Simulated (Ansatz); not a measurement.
# BClGeH₅NO: how energies converge with the basis set

An exercise on one series of results from a longer session: the logs are not shown, and one member is left open.

The runs use Ansatz 0.2.0, Gaussian basis; one geometry, several basis sets.

The runs, in order: PBE0-D4/def2-SVP; ωB97M-V/def2-SVP; PBE0-D4/def2-QZVPP; ωB97M-V/def2-QZVPP; the functionals' def2-TZVPP values are taken from earlier runs.

### Structure used throughout

An earlier PBE0-D4 in a triple-zeta def2 set relaxation fixed the geometry.

SMILES `NB(Cl)[O][GeH3]`, 10 atoms, charge 0, spin multiplicity 1.

Atoms are counted from 1 here; the program's logs count them from 0.

Bond lengths: N1–B2 1.402 Å, N1–H6 1.005 Å, N1–H7 1.004 Å, B2–Cl3 1.786 Å, B2–O4 1.351 Å, O4–Ge5 1.782 Å, Ge5–H8 1.530 Å, Ge5–H9 1.534 Å, Ge5–H10 1.541 Å. Angles: B2–N1–H6 123.8°, B2–N1–H7 121.7°, H6–N1–H7 114.5°, N1–B2–Cl3 117.2°, N1–B2–O4 125.7°, Cl3–B2–O4 117.0°, B2–O4–Ge5 130.2°, O4–Ge5–H8 105.4°, O4–Ge5–H9 107.6°, O4–Ge5–H10 109.0°, H8–Ge5–H9 112.3°, H8–Ge5–H10 111.5°, H9–Ge5–H10 110.8°.

The first run:

in.yaml

```yaml
crystal:
  periodic: [false, false, false]
  atoms:
    - {symbol: N, position_ang: [-0.472374, 1.268233, 0.965041]}
    - {symbol: B, position_ang: [-0.941984, -0.042066, 0.794372]}
    - {symbol: Cl, position_ang: [-2.307480, -0.561534, 1.822050]}
    - {symbol: O, position_ang: [-0.452045, -0.948155, -0.079853]}
    - {symbol: Ge, position_ang: [0.952762, -0.850026, -1.171947]}
    - {symbol: H, position_ang: [0.262975, 1.673977, 0.413775]}
    - {symbol: H, position_ang: [-0.889827, 1.895408, 1.628041]}
    - {symbol: H, position_ang: [0.591941, -1.719645, -2.377771]}
    - {symbol: H, position_ang: [2.171092, -1.387048, -0.409724]}
    - {symbol: H, position_ang: [1.167839, 0.619757, -1.581184]}
basis:
  gaussian: {orbitals: def2-SVP}
hamiltonian: {xc: pbe0, dispersion: d4}
output: {orbitals: {seedname: orbitals}}
```

Steps of the session up to this table: PBE0-D4 in def2-SVP; ωB97M-V in def2-SVP; PBE0-D4 in def2-QZVPP; ωB97M-V in def2-QZVPP.

One of the session's tables, all rows but one given; the rest of the session is left out.

It belongs to the step «Density functionals: the series». 

```
functional       basis  HOMO (eV)  LUMO (eV)
   PBE0-D4    def2-SVP      -7.79       0.25
   PBE0-D4  def2-TZVPP      -8.01      -0.04
   PBE0-D4  def2-QZVPP      -8.05      -0.26
   ωB97M-V    def2-SVP          ?          ?
   ωB97M-V  def2-TZVPP     -10.36       1.63
   ωB97M-V  def2-QZVPP     -10.40       1.22
```

**Question.** Estimate the row for ωB97M-V, def2-SVP.

The run gave: HOMO (eV): -10.10; LUMO (eV): 2.12. In the column «HOMO (eV)» it lies between ωB97M-V, def2-TZVPP (-10.36) and PBE0-D4, def2-QZVPP (-8.05).
